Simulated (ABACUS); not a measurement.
NiMoIrPdW:

```xyz
5
Lattice="2.7608 0.0000 0.0000 -1.3804 2.3909 0.0000 0.0000 0.0000 11.3405" Properties=species:S:1:pos:R:3 pbc="T T T"
Ir    0.0000    0.0000    1.2025
W     1.3804    0.7970    6.0015
Pd    1.3804    0.7970   10.1952
Mo    1.3804    0.7970    3.3369
Ni    0.0000    0.0000    8.0423
```

The cell was built by a generator and needn't be a form met in nature.

Base run:

* Program: ABACUS 3.10.1
* Functional: BLYP
* Dispersion: D3(BJ)
* Potentials or basis: PseudoDojo NC SR 0.4.1 PBE standard
* Cutoff: 1361 eV
* Density cutoff: 5442 eV
* Basis: DZP LCAO (the cutoffs set its grid)
* k mesh: 11 × 11 × 3
* Occupations: fermi-dirac, width 0.05 eV
* Spin: collinear spin, ferromagnetic start
* Starting moments: [0.6, 0.0, 0.0, 1.0, 1.0] μB

Its results: band gap on the k mesh none (metal or under the smearing width); pressure -4.1 GPa; net moment 0.00 μB per cell; largest force 0.553 eV/Å.

The run is repeated on the same cell with these changes: dispersion from D3(BJ) to D2. What comes out?

Band gap on the k mesh none (metal or under the smearing width); pressure -11.1 GPa; net moment 0.00 μB per cell; largest force 0.993 eV/Å.

Caveats: the atomic orbitals were generated for these runs and aren't a published set; this set's palladium file may shift the pressure by some GPa; the potentials were made for another functional, which shifts forces and pressure; the basis of atomic orbitals isn't converged, which shifts pressures, moduli and gaps; pairwise dispersion overbinds metals, which lowers pressure and volume.
